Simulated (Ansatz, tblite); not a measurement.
**Si50H52 off sphere (Si50H52): a ladder of methods and basis sets**

One table from this session's results is given with a row withheld; the runs are named, their logs left out.

Program: Ansatz 0.2.0, Gaussian basis. Level of theory: as each input shows. These are calculated values, not measurements.

The runs, in order: GFN1-xTB, GFN2-xTB, PBE-D4/def2-SVP, r2SCAN-D4/def2-SVP, r2SCAN-D4/def2-mTZVP, HF/STO-3G.

2 further runs of the same task are left out: 1 that didn't finish, 1 set aside as unsound or not needed.

## The structure

The singlet was relaxed beforehand with PBE-D4/def2-SVP.

102 atoms, charge 0, spin multiplicity 1.

Bond lengths: Si1–Si26 2.358 Å, Si1–Si28 2.353 Å, Si1–H51 1.507 Å, Si1–H52 1.510 Å, Si2–Si27 2.356 Å, Si2–Si29 2.352 Å, Si2–H53 1.507 Å, Si2–H54 1.511 Å, Si3–Si28 2.356 Å, Si3–Si30 2.355 Å, Si3–Si31 2.357 Å, Si3–H55 1.513 Å, Si4–Si29 2.353 Å, Si4–Si30 2.354 Å, Si4–Si32 2.357 Å, Si4–H56 1.512 Å, Si5–Si26 2.355 Å, Si5–Si27 2.355 Å and more. Angles: Si26–Si1–Si28 113.1°, Si26–Si1–H51 109.1°, Si26–Si1–H52 109.2°, Si28–Si1–H51 110.3°, Si28–Si1–H52 107.5°, H51–Si1–H52 107.4°, Si27–Si2–Si29 109.8°, Si27–Si2–H53 111.7°, Si27–Si2–H54 108.5°, Si29–Si2–H53 112.0°, Si29–Si2–H54 107.1°, H53–Si2–H54 107.6°, Si28–Si3–Si30 110.1°, Si28–Si3–Si31 109.3°, Si28–Si3–H55 108.6°, Si30–Si3–Si31 110.0°, Si30–Si3–H55 110.0°, Si31–Si3–H55 108.9° and more.

PBE0-D4/def2-SVP was run before; its log isn't repeated, and its numbers join the tables.

The first run:

Tight binding, by tblite at 300 K electronic temperature and without a spin-polarisation term:

```python
tblite.interface.Calculator('GFN1-xTB', numbers, positions, charge=0, uhf=0).singlepoint()
```

Tight binding, by tblite at 300 K electronic temperature and without a spin-polarisation term:

```python
tblite.interface.Calculator('GFN2-xTB', numbers, positions, charge=0, uhf=0).singlepoint()
```

start.molden holds the orbitals of an earlier run on this state, given as this run's starting guess.

in.yaml

```yaml
crystal:
  periodic: [false, false, false]
  atoms:
    - {symbol: Si, position_ang: [-4.437509, -3.828802, 0.229751]}
    - {symbol: Si, position_ang: [-4.446403, -0.827875, -2.766978]}
    - {symbol: Si, position_ang: [-4.455807, -0.989323, 2.790692]}
    - {symbol: Si, position_ang: [-4.459999, 1.742311, 0.106118]}
    - {symbol: Si, position_ang: [-1.771645, -3.666108, -2.629817]}
    - {symbol: Si, position_ang: [-1.714972, -3.703717, 2.830319]}
    - {symbol: Si, position_ang: [0.965142, -3.693391, 0.099882]}
    - {symbol: Si, position_ang: [-1.713672, -0.972920, -5.360976]}
    - {symbol: Si, position_ang: [-1.734098, 1.736016, -2.603145]}
    - {symbol: Si, position_ang: [0.968371, -0.968074, -2.605594]}
    - {symbol: Si, position_ang: [0.977613, 1.713611, -5.360877]}
    - {symbol: Si, position_ang: [-1.750980, -0.980333, 0.091220]}
    - {symbol: Si, position_ang: [-1.728549, 1.730342, 2.821302]}
    - {symbol: Si, position_ang: [0.958428, -0.958176, 2.825608]}
    - {symbol: Si, position_ang: [0.981830, 1.750536, 0.091579]}
    - {symbol: Si, position_ang: [-1.893828, -1.101340, 5.539164]}
    - {symbol: Si, position_ang: [1.097761, 1.891551, 5.539715]}
    - {symbol: Si, position_ang: [0.828978, 4.445961, -2.769256]}
    - {symbol: Si, position_ang: [-1.738656, 4.461452, 0.106088]}
    - {symbol: Si, position_ang: [0.992434, 4.456866, 2.790350]}
    - {symbol: Si, position_ang: [3.683699, -3.683661, -2.648500]}
    - {symbol: Si, position_ang: [3.668253, 1.769497, -2.628328]}
    - {symbol: Si, position_ang: [3.694118, -0.966269, 0.100900]}
    - {symbol: Si, position_ang: [3.704452, 1.714824, 2.831528]}
    - {symbol: Si, position_ang: [3.828092, 4.436320, 0.227219]}
    - {symbol: Si, position_ang: [-3.250947, -5.035845, -1.412395]}
    - {symbol: Si, position_ang: [-3.104339, -2.307081, -4.016174]}
    - {symbol: Si, position_ang: [-3.075034, -2.356909, 1.459532]}
    - {symbol: Si, position_ang: [-3.108113, 0.383507, -1.258593]}
    - {symbol: Si, position_ang: [-5.827193, 0.349358, 1.422603]}
    - {symbol: Si, position_ang: [-3.108556, 0.373876, 4.163217]}
    - {symbol: Si, position_ang: [-3.090749, 3.093238, 1.467834]}
    - {symbol: Si, position_ang: [-0.394884, -2.338890, -1.257558]}
    - {symbol: Si, position_ang: [2.324995, -5.032267, -1.276172]}
    - {symbol: Si, position_ang: [2.313961, -2.314606, -3.985407]}
    - {symbol: Si, position_ang: [-0.246716, -5.056044, 1.585972]}
    - {symbol: Si, position_ang: [-0.391267, -2.317064, 4.194569]}
    - {symbol: Si, position_ang: [2.312586, -2.313273, 1.448403]}
    - {symbol: Si, position_ang: [-0.383174, 0.385383, -3.975588]}
    - {symbol: Si, position_ang: [-0.380498, 3.108836, -1.258295]}
    - {symbol: Si, position_ang: [2.339754, 0.393649, -1.256763]}
    - {symbol: Si, position_ang: [2.311389, 3.103940, -4.015149]}
    - {symbol: Si, position_ang: [-0.385421, 0.385785, 1.442199]}
    - {symbol: Si, position_ang: [-0.372180, 3.110983, 4.162554]}
    - {symbol: Si, position_ang: [2.316907, 0.391579, 4.195343]}
    - {symbol: Si, position_ang: [2.358519, 3.074277, 1.459662]}
    - {symbol: Si, position_ang: [-0.345186, 5.828921, 1.421794]}
    - {symbol: Si, position_ang: [5.032701, -2.325851, -1.275479]}
    - {symbol: Si, position_ang: [5.038830, 3.246463, -1.409469]}
    - {symbol: Si, position_ang: [5.056046, 0.243575, 1.589596]}
    - {symbol: H, position_ang: [-5.561466, -3.072361, -0.430021]}
    - {symbol: H, position_ang: [-5.057888, -4.797259, 1.208188]}
    - {symbol: H, position_ang: [-5.569899, -1.550247, -2.070155]}
    - {symbol: H, position_ang: [-5.065326, 0.173561, -3.713680]}
    - {symbol: H, position_ang: [-5.309540, -1.876115, 3.669583]}
    - {symbol: H, position_ang: [-5.309142, 2.622258, -0.783793]}
    - {symbol: H, position_ang: [-0.895285, -4.532363, -3.506241]}
    - {symbol: H, position_ang: [-2.620243, -4.549183, 3.698370]}
    - {symbol: H, position_ang: [-2.545010, -0.087590, -6.257658]}
    - {symbol: H, position_ang: [-0.826734, -1.829080, -6.230886]}
    - {symbol: H, position_ang: [-2.612447, 2.615511, -3.465464]}
    - {symbol: H, position_ang: [0.094290, 2.544927, -6.259563]}
    - {symbol: H, position_ang: [1.833185, 0.824115, -6.228830]}
    - {symbol: H, position_ang: [-2.866575, -2.081477, 6.151804]}
    - {symbol: H, position_ang: [-1.197893, -0.381908, 6.664540]}
    - {symbol: H, position_ang: [0.371955, 1.189998, 6.657496]}
    - {symbol: H, position_ang: [2.075601, 2.860175, 6.162478]}
    - {symbol: H, position_ang: [-0.174943, 5.056514, -3.719051]}
    - {symbol: H, position_ang: [1.546093, 5.575448, -2.076742]}
    - {symbol: H, position_ang: [-2.618180, 5.310331, -0.784536]}
    - {symbol: H, position_ang: [1.880501, 5.309682, 3.668804]}
    - {symbol: H, position_ang: [4.556886, -4.556712, -3.522027]}
    - {symbol: H, position_ang: [4.533784, 0.892830, -3.505082]}
    - {symbol: H, position_ang: [4.550377, 2.620038, 3.699215]}
    - {symbol: H, position_ang: [3.068781, 5.555479, -0.437335]}
    - {symbol: H, position_ang: [4.794057, 5.062674, 1.204316]}
    - {symbol: H, position_ang: [-4.236121, -5.639919, -2.385096]}
    - {symbol: H, position_ang: [-2.508976, -6.170158, -0.755374]}
    - {symbol: H, position_ang: [-3.981571, -3.197193, -4.868185]}
    - {symbol: H, position_ang: [-6.687974, -0.515179, 0.534421]}
    - {symbol: H, position_ang: [-6.734290, 1.187387, 2.290605]}
    - {symbol: H, position_ang: [-3.987597, 1.272553, 5.004107]}
    - {symbol: H, position_ang: [-3.951696, 3.955355, 2.364430]}
    - {symbol: H, position_ang: [1.449682, -5.922784, -2.124099]}
    - {symbol: H, position_ang: [3.188702, -5.914140, -0.407203]}
    - {symbol: H, position_ang: [1.432759, -3.162608, -4.869269]}
    - {symbol: H, position_ang: [3.160843, -1.434686, -4.871554]}
    - {symbol: H, position_ang: [-0.965192, -6.167034, 0.864973]}
    - {symbol: H, position_ang: [0.748062, -5.687981, 2.531016]}
    - {symbol: H, position_ang: [0.514739, -3.169931, 5.053992]}
    - {symbol: H, position_ang: [3.186008, -3.187940, 2.320662]}
    - {symbol: H, position_ang: [3.203056, 3.980968, -4.865718]}
    - {symbol: H, position_ang: [-1.271458, 3.990317, 5.002568]}
    - {symbol: H, position_ang: [3.169158, -0.514698, 5.055094]}
    - {symbol: H, position_ang: [-1.182674, 6.737006, 2.289216]}
    - {symbol: H, position_ang: [0.519838, 6.688855, 0.533174]}
    - {symbol: H, position_ang: [5.913550, -3.191007, -0.406819]}
    - {symbol: H, position_ang: [5.924441, -1.450752, -2.122376]}
    - {symbol: H, position_ang: [6.169317, 2.503114, -0.747453]}
    - {symbol: H, position_ang: [5.647581, 4.228974, -2.381901]}
    - {symbol: H, position_ang: [5.681803, -0.753254, 2.536674]}
    - {symbol: H, position_ang: [6.171488, 0.958554, 0.872086]}
basis:
  gaussian: {orbitals: def2-SVP, fitting: {mean_field: def2-universal-jkfit}, initial_orbitals: start.molden}
hamiltonian: {xc: pbe, dispersion: d4}
scf: {omitted_lower_state_checks: [starts]}
output: {forces: true, orbitals: {seedname: orbitals}}
```

Command:

```bash
$ ansatz run in.yaml --threads 11 --pin off --events-out ev --progress --plain --max-ram 174080MiB --backend cuda --devices 0, --max-vram 75GiB
```

Among the steps run: PBE-D4/def2-SVP; r2SCAN-D4/def2-SVP; r2SCAN-D4/def2-mTZVP; HF/STO-3G.

One table of the session follows, with a row left open; its other results are not shown here.

It belongs to the step «Binding energy». 

```
               level  binding an atom (eV)
           HF/STO-3G                 3.883
     PBE-D4/def2-SVP                 3.484
  r2SCAN-D4/def2-SVP                 3.476
r2SCAN-D4/def2-mTZVP                 3.413
    PBE0-D4/def2-SVP                     ?
```

Estimate the missing values for PBE0-D4/def2-SVP.

As computed: binding an atom (eV): 3.481. In the column «binding an atom (eV)» it lies between r2SCAN-D4/def2-SVP (3.476) and PBE-D4/def2-SVP (3.484).

Caveats from the session: Free atoms were run apart at each level; binding is atoms less cluster, divided by the number of atoms, without zero-point or spin-orbit terms.
